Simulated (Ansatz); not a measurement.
# VBiO4 (I4_1/a) in Ansatz: relaxation of cell and atoms with PBEsol

Aim: the relaxation of cell and atoms of VBiO4 with PBEsol.

All numbers are computed with Ansatz 0.2.0; they aren't measurements. Logs are shortened: lines on timing, memory, paths and dates and some standing lists are left out, and cuts for length are marked.

### Step 1. Starting point

The structure is tetragonal, space group I4_1/a (No. 88). The conventional cell has a = 5.122 Å, b = 5.122 Å, c = 11.592 Å, α = 90.00°, β = 90.00°, γ = 90.00°. Around Bi (site symmetry -4) lie 8 O at 2.42 to 2.47 Å. V (site symmetry -4) has 4 O at 1.73 Å as nearest neighbours. O (site symmetry 1) is surrounded by 1 V at 1.73 Å.

Measurements of this composition are mostly on another form, of space group No. 15.

### Step 2. Relaxation of cell and atoms, PBEsol, collinear spin, ferromagnetic start

Contents of input.yaml:

```yaml
crystal:
  lattice:
    - [-2.56105292, 2.56105292, 5.7960647]
    - [2.56105292, -2.56105292, 5.7960647]
    - [2.56105292, 2.56105292, -5.7960647]
  atoms:
    - { symbol: Bi, position: [0.75, 0.25, 0.5] }
    - { symbol: Bi, position: [0.0, 0.0, 0.0] }
    - { symbol: V, position: [0.25, 0.75, 0.5], spin: 2.0 }
    - { symbol: V, position: [0.5, 0.5, 0.0], spin: 2.0 }
    - { symbol: O, position: [0.43809724, 0.3291035, 0.60894833] }
    - { symbol: O, position: [0.57914891, 0.68809724, 0.60899374] }
    - { symbol: O, position: [0.72015517, 0.82914891, 0.39105167] }
    - { symbol: O, position: [0.0791035, 0.97015517, 0.39100626] }
    - { symbol: O, position: [0.6708965, 0.27984483, 0.10899374] }
    - { symbol: O, position: [0.02984483, 0.42085109, 0.10894833] }
    - { symbol: O, position: [0.31190276, 0.9208965, 0.89105167] }
    - { symbol: O, position: [0.17085109, 0.56190276, 0.89100626] }
hamiltonian:
  xc: pbesol
  pseudopotentials: { kind: paw }
magnetization:
  spin_polarized: true
kpoints:
  mp_grid: { grid: [7, 7, 7] }
scf:
  occupations: { method: fermi_dirac, width: 0.05 }
output:
  forces: true
  stress: true
  eigenvalues: true
  write_density: true
  write_potential: true
  elf: true
  volumetric_format: npy
relax:
  f_tol: 0.01
  max_steps: 40
  cell: { stress_tol: 0.05 }
```

Potentials or basis: Ansatz PAW.

Launch:

```bash
> ansatz run input.yaml --threads 4 --pin off --max-ram 11264MiB --backend cpu --events-out ev --progress --plain --runs-dir out
```

Output:

```text
Warning: RAYON_NUM_THREADS=4 ignored (pool sized by the plan → 4); use --threads N
Engine: ansatz 0.2.0, aarch64-unknown-linux-gnu
Pseudopotentials: kind: paw
Pseudopotential: Bi, paw, valence charge 15, recommended cutoff 420 eV (normal), Bi.paw.azcp
Pseudopotential: V, paw, valence charge 13, recommended cutoff 420 eV (normal), V.paw.azcp
Pseudopotential: O, paw, valence charge 6, recommended cutoff 420 eV (normal), O.paw.azcp
Functional definition: PBEsol
  exchange = pbesol_x
  correlation = pbesol_c
Crystal: 12 atoms, lattice volume = 152.065 Å³
Basis set: ecut = 420 eV, 2995 PW (Γ), exchange–correlation on 96×96×96 points (8 copies of the dense FFT grid, shifted against one another)
Bands: 66, of which v1, the nominal top of the filled ones, is band 52 counted from 1 (51 counted from 0)
Symmetry: 8 space group operations
Space group: I41/a (ITA 88), of the structure as read, at distance tolerance 5.3e-5 Å
Magnetic group: BNS 88.81 (UNI 741), of the structure as read, at distance tolerance 5.3e-5 Å
k-points: 52 of 343
Non-local potential: Bi, projectors of the file, l = 0: 2, l = 1: 2, l = 2: 2, l = 3: 2
Non-local potential: V, projectors of the file, l = 0: 3, l = 1: 2, l = 2: 3, l = 3: 1
Non-local potential: O, projectors of the file, l = 0: 2, l = 1: 2, l = 2: 1
PAW form: soft (Blöchl's): semilocal exchange-correlation on the pseudo side does not see the compensation charge
PAW frozen core: Bi, regenerated for the run's functional, and the local potential with it (the file was generated under x = pbe(κ = 0.804, μ = 0.2195149727645171), c = pbe(β = 0.06672455060314922))
PAW frozen core: V, regenerated for the run's functional, and the local potential with it (the file was generated under x = pbe(κ = 0.804, μ = 0.2195149727645171), c = pbe(β = 0.06672455060314922))
PAW frozen core: O, regenerated for the run's functional, and the local potential with it (the file was generated under x = pbe(κ = 0.804, μ = 0.2195149727645171), c = pbe(β = 0.06672455060314922))
PAW one-centre angular grid: Bi, 590 points (default); XC on 64 Gauss nodes
PAW one-centre angular grid: V, 590 points (default); XC on 64 Gauss nodes
PAW one-centre angular grid: O, 110 points (default); XC on 64 Gauss nodes
Initial density: superposition of atomic densities (chi_scale 0.1, normalization cell, long waves kept (reshape's long-wave potential 0.01 eV rms))
Starting moments: Σ|m| = 4 μB on 2 of 12 sites
Initial wavefunctions: pseudopotential atomic-orbital guess
Functional: x = pbesol(κ = 0.804, μ = 0.12345679012345678), c = pbesol(β = 0.046)
SCF iter   1: F=—  HF=-34743.691830 eV  |F-HF|=—  |Δ(HF+E_count)|=         —  Δρ=5.42e-2 (↑4.96e-2 ↓5.42e-2)  dr2=6.18e0  dr2_m=2.37e0  M=0.000 μB ∫|m|=2.769 μB  β_m=0.30  ethr=3.10e-3  ⟨swp⟩=6.0  Hψ=23860  notcnv=0  defer=13
Mixer restart at iter 1: flushing history
preconditioner: auto → Resta (q_TF=auto, 2.561 Å⁻¹)  ε∞=4.7  [insulator: Δε(μ)=1.482 eV  Ē_g=14.673 eV  σ=0.050 eV  W_gap=1.00  n_scr=36 (ndim 8)  ℏωp=28.2 eV  f_vac=0.000  D(μ)=0.00/eV (n_scr^D=0)  ε∞_Penn≈4.7]
spin=Collinear: Resta preconditioning applied to the charge; magnetization (m = ρ↑ − ρ↓) channel mixes plain (no charge-response kernel on spin).
SCF iter   2: F=—  HF=-34742.864702 eV  |F-HF|=—  |Δ(HF+E_count)|=   8.27e-1  Δρ=4.11e-2 (↑3.21e-2 ↓4.11e-2)  dr2=2.91e0  dr2_m=1.29e0  M=0.000 μB ∫|m|=2.526 μB  β_m=0.56  ethr=3.10e-3  ⟨swp⟩=2.6  Hψ=10400  notcnv=0  defer=706
SCF iter   3: F=—  HF=-34744.689426 eV  |F-HF|=—  |Δ(HF+E_count)|=    1.82e0  Δρ=1.87e-2 (↑1.87e-2 ↓1.41e-2)  dr2=3.94e-1  dr2_m=2.97e-1  M=0.000 μB ∫|m|=1.497 μB  β_m=0.62  ethr=2.80e-3  ⟨swp⟩=3.1  Hψ=11992  notcnv=0  defer=706
SCF iter   4: F=—  HF=-34744.896267 eV  |F-HF|=—  |Δ(HF+E_count)|=   2.07e-1  Δρ=8.86e-3 (↑8.86e-3 ↓6.09e-3)  dr2=2.60e-2  dr2_m=6.95e-2  M=0.000 μB ∫|m|=0.730 μB  β_m=0.81  ethr=3.79e-4  ⟨swp⟩=2.6  Hψ=11182  notcnv=0  defer=742
[... 108 lines left out ...]
Absolute magnetization: 0.0000 μB (∫|ρ↑−ρ↓|, with the PAW one-centre terms)
Spin contamination: 0.0000 ħ² per cell (⟨S²⟩ above its minimum at these occupations)
Per-site moments (μB) at R_I (Å): [(8.418993982314582e-12, 0.9989239719949095), (8.419019582908343e-12, 0.9989239719949093), (-7.0999984239346904e-9, 0.711230281340565), (-7.0999984706995176e-9, 0.7112302813405653), (2.848558633244151e-9, 0.7112302813405658), (2.8485585957684065e-9, 0.7112302813405657), (2.8485586353067316e-9, 0.7112302813405657), (2.8485585112959858e-9, 0.7112302813405661), (2.848558560429535e-9, 0.7112302813405653), (2.8485586425926703e-9, 0.7112302813405657), (2.8485585174180748e-9, 0.711230281340565), (2.848558572999931e-9, 0.7112302813405657)]
Free energy (F): -34745.033991 eV
Harris-Foulkes:  -34745.033991 eV  (|F-HF|=3.64e-11)
Internal energy: -34745.033991 eV  (E = F + TS)
E sigma→0 (E₀):  -34745.033991 eV
Fermi energy:    9.919180 eV
--- Per-component energies (eV) ---
  E_band       = -668.942803
  E_kinetic    = 2667.717631
  E_local      = -7903.392126  (includes V_loc(G=0)·N_el)
  E_nonlocal   = 1422.034349
  E_hartree    = 2877.566876
  E_xc         = -1143.353107
  E_vxc        = -1366.434265  (∫ρ·V_xc dr)
  E_paw        = -24402.297572  (= ΣΔE_a)
  E_vpaw       = -1244.020937  (= ΣTr[D̂ρ^β])
  E_aug_tail   = 0.018647  (compensation charges beyond the density's cutoff)
  E_ewald      = -8264.089855
  E_core_change = 0.761166  (= ΣΔE_core)
  E_smearing   = -0.000000  (= −TS)
  E_closure    = 0.000000  (closes the sum)
  Σ components = -34745.033991   (vs F -34745.033991, Δ=0.00e0)
--- Forces (eV/Å), atoms counted from 1 ---
  atom   1  Bi     0.00000000     0.00000000     0.00000000
  atom   2  Bi     0.00000000     0.00000000     0.00000000
  atom   3  V     -0.00000000     0.00000000     0.00000000
  atom   4  V     -0.00000000     0.00000000     0.00000000
  atom   5  O     -0.00048287    -0.00047427    -0.00046164
  atom   6  O     -0.00047427     0.00048287    -0.00046164
  atom   7  O      0.00048287     0.00047427    -0.00046164
  atom   8  O      0.00047427    -0.00048287    -0.00046164
  atom   9  O     -0.00047427     0.00048287     0.00046164
  atom  10  O     -0.00048287    -0.00047427     0.00046164
  atom  11  O      0.00048287     0.00047427     0.00046164
  atom  12  O      0.00047427    -0.00048287     0.00046164
  max |Σ_I F_I| component: 1.39e-17 eV/Å
--- Stress (GPa, compression-positive) ---
       -0.004689       0.000000       0.000000
       -0.000000      -0.004689       0.000000
        0.000000       0.000000      -0.011986
  P = ⅓ Tr σ = -0.0071 GPa (-0.071 kbar)
--- Band table (eV; the first three rows and the last of 104) ---
  k-point 0 ↑: bands = ["-55.1644", "-55.1635", "-29.2362", "-29.2362", "-29.2338", "-29.2338", "-29.2040", "-29.1917", "-13.0887", "-13.0354", "-13.0354", "-13.0249", "-13.0188", "-13.0057", "-13.0057", "-13.0010", "-12.9954", "-12.9708", "-9.3355", "-8.1446", "-7.7588", "-7.7588", "-7.6866", "-7.5492", "-7.5492", "-7.5208", "-1.0620", "-0.0795", "3.3589", "3.9543", "3.9543", "3.9763", "4.6874", "5.1600", "5.1600", "5.4766", "5.4944", "5.8078", "5.8078", "5.8665", "6.4164", "6.4955", "6.6971", "6.6971", "6.9319", "6.9319", "7.1245", "7.1929", "7.8292", "8.1239", "8.1239", "8.3566", "11.2025", "11.6943", "11.9774", "12.2527", "13.0013", "13.0013", "13.0517", "13.0698", "13.1287", "13.1287", "14.2024", "14.2024", "15.1856", "15.1856"]
  k-point 1 ↑: bands = ["-55.1644", "-55.1636", "-29.2362", "-29.2362", "-29.2341", "-29.2340", "-29.2033", "-29.1922", "-13.0898", "-13.0377", "-13.0375", "-13.0336", "-13.0105", "-13.0089", "-13.0013", "-12.9978", "-12.9947", "-12.9691", "-9.2199", "-8.1151", "-7.8079", "-7.7760", "-7.7561", "-7.6505", "-7.5636", "-7.4638", "-1.0077", "-0.1137", "3.4509", "3.6623", "4.0759", "4.3981", "4.4741", "5.1980", "5.2409", "5.4330", "5.4767", "5.7010", "5.8429", "5.8666", "6.0895", "6.4600", "6.6565", "6.6986", "6.8022", "7.1320", "7.2770", "7.3910", "7.9337", "8.1055", "8.1791", "8.2510", "11.2475", "11.6419", "11.8802", "11.8953", "12.7762", "12.7851", "13.0062", "13.1797", "13.4633", "13.5336", "13.8210", "14.3485", "15.0231", "15.2183"]
  k-point 2 ↑: bands = ["-55.1642", "-55.1637", "-29.2362", "-29.2359", "-29.2348", "-29.2345", "-29.2013", "-29.1937", "-13.0933", "-13.0597", "-13.0356", "-13.0276", "-13.0182", "-13.0020", "-12.9953", "-12.9946", "-12.9907", "-12.9665", "-8.8996", "-8.0419", "-7.9385", "-7.9131", "-7.7658", "-7.7336", "-7.6723", "-7.4879", "-0.8437", "-0.2130", "3.5435", "3.7136", "3.9667", "4.1584", "4.9418", "5.2758", "5.3128", "5.4577", "5.5065", "5.6392", "5.7273", "5.8050", "5.9075", "6.3387", "6.4507", "6.5230", "6.8870", "7.4054", "7.4901", "7.6033", "7.6625", "7.8143", "8.1947", "8.8000", "11.3683", "11.4696", "11.5709", "11.9740", "12.4752", "12.7944", "13.0392", "13.0409", "13.3297", "13.4202", "14.0423", "14.6913", "14.9836", "15.2491"]
  k-point 51 ↓: bands = ["-55.1640", "-55.1640", "-29.2382", "-29.2382", "-29.2320", "-29.2318", "-29.1981", "-29.1975", "-13.0816", "-13.0755", "-13.0695", "-13.0669", "-13.0058", "-13.0052", "-12.9722", "-12.9713", "-12.9645", "-12.9615", "-8.8084", "-8.8033", "-7.9815", "-7.8673", "-7.5594", "-7.5270", "-7.4260", "-7.4214", "-0.5361", "-0.4947", "3.9323", "4.1259", "4.2772", "4.3487", "4.8044", "4.9415", "4.9633", "5.1191", "5.3047", "5.3983", "5.6489", "5.8640", "6.0548", "6.0795", "6.2143", "6.2444", "7.0495", "7.3486", "7.6730", "7.7224", "7.8339", "8.0141", "8.0738", "8.1281", "11.6757", "11.6838", "11.8606", "11.8739", "12.5040", "12.5476", "13.4411", "13.4977", "13.6693", "13.8554", "14.0054", "14.2302", "15.0268", "15.0931"]
--- Relaxed structure (5 steps of the walk, 5 accepted, 2 SCFs on fresh bases) ---
  F+E_penalty+E_count = -34745.03399062 eV   max|allowed force component| = 4.829e-4 eV/Å   (the final SCF, on the basis selected at the relaxed cell)
  cell:  # Å, volume = 150.9883 Å³
    - [-2.5536777012391254, 2.5536777012391254, 5.788301781581304]
    - [2.5536777012391254, -2.5536777012391254, 5.788301781581304]
    - [2.5536777012391254, 2.5536777012391254, -5.788301781581304]
  atoms:
    - { symbol: Bi, position: [0.75, 0.25, 0.5] }
    - { symbol: Bi, position: [-1.784437183495072e-20, -1.2552592406952876e-20, -3.3514603043984556e-20] }
    - { symbol: V, position: [0.25, 0.75, 0.5] }
    - { symbol: V, position: [0.5, 0.5, -3.351460304398373e-20] }
    - { symbol: O, position: [0.43954000685495487, 0.329669774025361, 0.6108474117354814] }
    - { symbol: O, position: [0.5786925951194735, 0.6895400068549549, 0.6098702328295937] }
    - { symbol: O, position: [0.7188223622898795, 0.8286925951194734, 0.38915258826451865] }
    - { symbol: O, position: [0.07966977402536107, 0.9688223622898797, 0.39012976717040626] }
    - { symbol: O, position: [0.6703302259746391, 0.2811776377101205, 0.10987023282959377] }
    - { symbol: O, position: [0.031177637710120387, 0.42130740488052665, 0.1108474117354814] }
    - { symbol: O, position: [0.31045999314504524, 0.9203302259746389, 0.8891525882645184] }
    - { symbol: O, position: [0.1713074048805266, 0.5604599931450451, 0.8901297671704063] }
```

Run time: 3.3 min. Hardware: 4 threads of Arm Neoverse V1, shared host; peak memory 1.1 GiB.

Results:

| Item | Value |
| --- | --- |
| Free energy | -34745.0340 eV |
| Relaxed volume | 12.58 Å³/atom |
| Relaxed cell | a = 6.823 Å, b = 6.823 Å, c = 6.823 Å, α = 136.04°, β = 136.04°, γ = 63.92° |
| Space group after relaxing (to 0.05 Å) | I4_1/a (No. 88) |
| Energy gained by relaxing | 1.0 meV/atom |
| Ionic steps | 7 |
| Pressure after relaxing | 0.0 GPa |
| Band gap on the k mesh | 2.18 eV, indirect (least direct gap 2.20 eV) |
| Net moment | 0.00 μB per cell |
| Absolute moment | 0.00 μB per cell |

The path:
| step | energy change (eV) | largest force (eV/Å) | volume (Å³) |
| --- | --- | --- | --- |
| 1 | 0.0000 | 0.2618 | 152.07 |
| 2 | -0.0144 | 0.1482 | 150.68 |
| 3 | -0.0159 | 0.0133 | 150.95 |
| 4 | -0.0156 | 0.0055 | 151.05 |
| 5 | -0.0116 | 0.0055 | 151.05 |
| 6 | -0.0119 | 0.0008 | 150.99 |
| 7 | -0.0115 | 0.0008 | 150.99 |

Final structure:
```
CELL_PARAMETERS angstrom
-2.55368 2.55368 5.78830
2.55368 -2.55368 5.78830
2.55368 2.55368 -5.78830
ATOMIC_POSITIONS crystal
Bi 0.75000 0.25000 0.50000
Bi 0.00000 0.00000 0.00000
V 0.25000 0.75000 0.50000
V 0.50000 0.50000 0.00000
O 0.43954 0.32967 0.61085
O 0.57869 0.68954 0.60987
O 0.71882 0.82869 0.38915
O 0.07967 0.96882 0.39013
O 0.67033 0.28118 0.10987
O 0.03118 0.42131 0.11085
O 0.31046 0.92033 0.88915
O 0.17131 0.56046 0.89013
```

Levels at points of the mesh, in eV from the valence-band top:
Spin up:
```
           k point  band 50  band 51  band 52  band 53  band 54  band 55
(0.00, 0.00, 0.00)    -0.71    -0.71    -0.48     2.37     2.86     3.14
```
Spin down:
```csv
k point,band 49,band 50,band 51,band 52,band 53,band 54,band 55,band 56
"(0.00, 0.00, 0.00)",-1.01,-0.71,-0.71,-0.48,2.37,2.86,3.14,3.42
```

Caveat: odd divisions of the mesh miss points on the zone boundary, where band edges often lie, so the gap on the mesh can be too wide; the plane-wave basis is chosen anew once the cell has moved, so the energies of steps on either side of that aren't comparable; the pressure holds a Pulay correction of +0.7 GPa for the finite cutoff; spin-orbit coupling is left out, which as a rule narrows the gap of such compounds by several tenths of an eV; the PAW data sets come from PBE, with cores solved anew for the run's functional, which leaves a small shift of forces and pressure; the starting moments weren't kept. A k mesh can miss the band edges.
